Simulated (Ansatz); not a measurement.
# CH₄AlNO: up Jacob's ladder to CCSD(T)

One table from this session's results is given with a row withheld; the runs are named, their logs left out.

Program: Ansatz 0.2.0, Gaussian basis. Level of theory: functionals in def2-TZVPP, the program's frozen cores in correlated methods. These are calculated values, not measurements.

Levels to be run: LDA (SPW92), PBE-D4, revPBE-D4, BLYP-D4, r2SCAN-D4, B97M-V, PBE0-D4, B3LYP-D4, r2SCANh-D4, r2SCAN0-D4, HSE06-D4, BHLYP-D4, CAM-B3LYP-D4, LC-ωPBE, ωB97X-V, ωB97M-V, B2PLYP, PBE-QIDH; CCSD(T)/def2-SVP; CCSD(T)/def2-TZVPP; MP2/def2-QZVPP; extrapolation to the limit; RPA on PBE.

**The relaxed structure**

The geometry comes from an earlier relaxation with PBE0-D4 in a triple-zeta def2 set; it is a stationary point, not always the lowest conformer.

8 atoms, charge 0, spin multiplicity 1.

Atoms are counted from 1 here; the program's logs count them from 0.

Bond lengths: N1–C2 1.325 Å, N1–H5 1.008 Å, N1–H6 1.005 Å, C2–O3 1.231 Å, C2–H7 1.100 Å, O3–Al4 2.097 Å, Al4–H8 1.658 Å. Angles: C2–N1–H5 119.8°, C2–N1–H6 120.9°, H5–N1–H6 119.3°, N1–C2–O3 123.1°, N1–C2–H7 116.1°, O3–C2–H7 120.8°, C2–O3–Al4 118.5°, O3–Al4–H8 87.8°.

Coordinates:

```xyz
8
CH4AlNO
N    -0.3074    1.5642    0.0115
C     0.2927    0.3834    0.0266
O    -0.3180   -0.6823   -0.0495
Al    0.7802   -2.4680   -0.0147
H    -1.3110    1.6145   -0.0655
H     0.2247    2.4140    0.0754
H     1.3891    0.3992    0.1124
H    -0.6581   -3.2820   -0.1520
```

Set-up of the first run:

Input file in.yaml:

```yaml
crystal:
  periodic: [false, false, false]
  atoms:
    - {symbol: N, position_ang: [-0.307405, 1.564198, 0.011506]}
    - {symbol: C, position_ang: [0.292711, 0.383382, 0.026591]}
    - {symbol: O, position_ang: [-0.318002, -0.682284, -0.049504]}
    - {symbol: Al, position_ang: [0.780162, -2.468016, -0.014731]}
    - {symbol: H, position_ang: [-1.310992, 1.614487, -0.065541]}
    - {symbol: H, position_ang: [0.224729, 2.414010, 0.075414]}
    - {symbol: H, position_ang: [1.389081, 0.399162, 0.112412]}
    - {symbol: H, position_ang: [-0.658082, -3.282038, -0.152049]}
basis:
  gaussian: {orbitals: def2-TZVPP}
hamiltonian: {xc: lda}
output: {orbitals: {seedname: orbitals}}
```

The run is started by

```sh
> ansatz run in.yaml --threads 2 --pin off --events-out ev --progress --plain --max-ram 4352MiB
```

Among the steps run: LDA; PBE-D4 (GGA); revPBE-D4 (GGA); BLYP-D4 (GGA); r2SCAN-D4 (meta-GGA); B97M-V (meta-GGA); PBE0-D4 (hybrid); B3LYP-D4 (hybrid); r2SCANh-D4 (hybrid); r2SCAN0-D4 (hybrid); HSE06-D4 (hybrid); BHLYP-D4 (hybrid); CAM-B3LYP-D4 (range-separated); LC-ωPBE (range-separated); ωB97X-V (range-separated); ωB97M-V (range-separated); B2PLYP (double hybrid); PBE-QIDH (double hybrid).

One of the session's tables, all rows but one given; the rest of the session is left out.

It belongs to the step «Orbital energies across the functionals». 

| functional | HOMO (eV) | gap (eV) |
| --- | --- | --- |
| LDA (SPW92) | -3.52 | 1.16 |
| PBE-D4 | ? | ? |
| revPBE-D4 | -3.42 | 1.39 |
| BLYP-D4 | -3.31 | 1.32 |
| r2SCAN-D4 | -3.58 | 1.68 |
| B97M-V | -3.64 | 1.87 |
| PBE0-D4 | -4.32 | 3.30 |
| B3LYP-D4 | -4.16 | 2.89 |
| r2SCANh-D4 | -3.91 | 2.41 |
| r2SCAN0-D4 | -4.40 | 3.49 |
| HSE06-D4 | -3.93 | 2.52 |
| BHLYP-D4 | -5.08 | 5.17 |
| CAM-B3LYP-D4 | -5.47 | 5.62 |
| LC-ωPBE | -6.64 | 7.84 |
| ωB97X-V | -6.39 | 7.54 |
| ωB97M-V | -6.19 | 7.22 |

**Question.** Estimate the row for PBE-D4.

The run gave: HOMO (eV): -3.45; gap (eV): 1.34. In the column «HOMO (eV)» it lies between LDA (SPW92) (-3.52) and revPBE-D4 (-3.42).
